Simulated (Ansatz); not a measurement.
# Ti5Al2C3: the cost of one run

Computed with Ansatz 0.2.0 (DFT r2SCAN, scalar-relativistic, plane waves, PAW, unless a step's input says otherwise).

1 further run of the same task is left out (set aside as unsound or not needed).

### 1 The system as given

The structure is trigonal, space group R-3m (No. 166). Conventional cell: a = 3.064 Å, b = 3.064 Å, c = 48.520 Å, α = 90.00°, β = 90.00°, γ = 120.00°. Around Ti (site symmetry -3m) lie 6 C at 2.19 Å. Ti (site symmetry 3m) is surrounded by 3 C at 2.07 Å. Ti (site symmetry 3m) has 3 C at 2.11 Å in its first shell of neighbours. Al (site symmetry 3m) is surrounded by 6 Ti at 2.88 to 2.90 Å and 6 Al at 3.06 Å. C (site symmetry 3m) has 6 Ti at 2.07 to 2.19 Å in its first shell of neighbours. C (site symmetry -3m) is surrounded by 6 Ti at 2.11 Å.

Coordinates:

```cif
data_structure
_symmetry_space_group_name_H-M 'R-3m:H'
_symmetry_Int_Tables_number 166
_cell_length_a 3.0637
_cell_length_b 3.0637
_cell_length_c 48.5197
_cell_angle_alpha 90.000
_cell_angle_beta 90.000
_cell_angle_gamma 120.000
_cell_volume 394.39
loop_
_atom_site_label
_atom_site_type_symbol
_atom_site_symmetry_multiplicity
_atom_site_Wyckoff_symbol
_atom_site_fract_x
_atom_site_fract_y
_atom_site_fract_z
_atom_site_occupancy
Ti1 Ti 3 b 0.66667 0.33333 0.83333 1
Ti2 Ti 6 c 0.00000 0.00000 0.78450 1
Ti3 Ti 6 c 0.00000 0.00000 0.69026 1
Al1 Al 6 c 0.66667 0.33333 0.92947 1
C1 C 6 c 0.00000 0.00000 0.86001 1
C2 C 3 a 0.00000 0.00000 0.00000 1
```

It goes back to an entry of the Materials Project, which need not be the stable form.

It is the result of an earlier relaxation at this level (volume 13.15 Å³/atom; gap on the mesh: none (metal)).

### 2 Zero of energy

The reference gives a free energy of -14366.2325 eV, pressure 0.01 GPa, largest force 0.009 eV/Å and gap on the mesh none (metal). It was computed beforehand with the settings of the runs below.

### 3 Setting up shifting one sublattice

Every C atom is moved by x along the Cartesian unit vector (-0.500, -0.866, 0.000); the cell and all other atoms stay fixed. Forces below are components along that vector, summed over the moved atoms.

### 4 x = -0.300 Å

input.yaml

```yaml
crystal:
  lattice:
    - [1.5318291052, 0.8844019463, 16.1732339489]
    - [-1.5318291052, 0.8844019463, 16.1732339489]
    - [0.0, -1.7688038925, 16.1732339489]
  atoms:
    - { symbol: Ti, position: [0.5, 0.5, 0.5] }
    - { symbol: Ti, position: [0.7845029468, 0.7845029468, 0.7845029468] }
    - { symbol: Ti, position: [0.6902641809, 0.6902641809, 0.6902641809] }
    - { symbol: Ti, position: [0.3097358191, 0.3097358191, 0.3097358191] }
    - { symbol: Ti, position: [0.2154970532, 0.2154970532, 0.2154970532] }
    - { symbol: Al, position: [0.5961401055, 0.5961401055, 0.5961401055] }
    - { symbol: Al, position: [0.4038598945, 0.4038598945, 0.4038598945] }
    - { symbol: C, position: [0.9579349097, 0.8600127593, 0.7620906089] }
    - { symbol: C, position: [0.2379093911, 0.1399872407, 0.0420650903] }
    - { symbol: C, position: [0.0979221504, 0.0, -0.0979221504] }
basis:
  ecutwfc: 500
kpoints:
  mp_grid: { grid: [12, 12, 12] }
hamiltonian:
  xc: r2scan
scf:
  occupations: { method: gaussian, width: 0.15 }
output:
  forces: true
  stress: true
  eigenvalues: true
```

On the command line:

```bash
ansatz run input.yaml --threads 2 --pin off --max-ram 5120MiB --backend cpu --events-out ev --progress --plain --runs-dir out
```

**Question.** How long does this run take on 2 threads of Oxide Virtual Turin-like (Zen 5), shared host, and how much memory does it need?

About 4.3 min, with a peak of 2.7 GiB.
